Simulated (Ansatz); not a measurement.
# HfF (sextet): wave-function methods side by side, def2-TZVPP

An exercise on one series of results from a longer session: the logs are not shown, and one member is left open.

Method: def2-TZVPP, core rule «outside noble gas», up to 5 orbitals frozen; program: Ansatz 0.2.0, Gaussian basis.

Plan: UHF; CCSD(T) on ROHF; CCSD(T) on UHF; CCSDT(Q) on ROHF; CCSDT(Q) on UHF.

15 further runs of the same task are left out: 10 for a known fault of the program, 5 set aside as unsound or not needed.

### The geometry

The geometry is a PBE0/def2-TZVP stationary point (not a proven minimum) of the parent state, kept for this charge and spin. No spin-orbit coupling is included. Elements past krypton take def2 core potentials.

2 atoms, charge 0, spin multiplicity 6.

Atoms are counted from 1 here; the program's logs count them from 0.

Bond lengths: Hf1–F2 1.894 Å.

Set-up of the first run:

The input, in.yaml:

```yaml
crystal:
  periodic: [false, false, false]
  atoms:
    - {symbol: Hf, position_ang: [0.000000, 0.000000, 0.000000]}
    - {symbol: F, position_ang: [0.000000, 0.000000, 1.893800]}
basis:
  gaussian: {orbitals: def2-TZVPP}
magnetization: {spin_polarized: true, initial_magnetization: 5}
hamiltonian: {xc: hf}
output: {orbitals: {seedname: orbitals}}
```

Started as:

```console
$ ansatz run in.yaml --threads 1 --pin off --events-out ev --progress --plain --max-ram 4096MiB --backend cpu
```

Steps of the session up to this table: UHF; CCSD(T) on ROHF; CCSD(T) on UHF; CCSDT(Q) on ROHF; CCSDT(Q) on UHF.

One table of the session follows, with a row left open; its other results are not shown here.

```
   method  from RCCSDT(Q) (kcal/mol)
     ROHF                    +167.65
      UHF                    +162.30
     RMP2                     +19.63
     UMP2                     +17.13
    RCCSD                      +5.28
    UCCSD                      +2.86
 RCCSD(T)                      +1.42
 UCCSD(T)                      -0.89
   RCCSDT                      +0.30
   UCCSDT                          ?
RCCSDT(Q)                          0
UCCSDT(Q)                      -2.14
```

Q: Estimate the row for UCCSDT from the others.

As computed: from RCCSDT(Q) (kcal/mol): -1.89. In the column «from RCCSDT(Q) (kcal/mol)» it lies between UCCSDT(Q) (-2.14) and UCCSD(T) (-0.89).

Caveats from the session: Warnings: coupled cluster took another determinant than the lowest. Restricted and unrestricted rows rest on different reference determinants; where their highest levels disagree by more than a few hundredths of an eV, they describe different states and don't form one ladder.
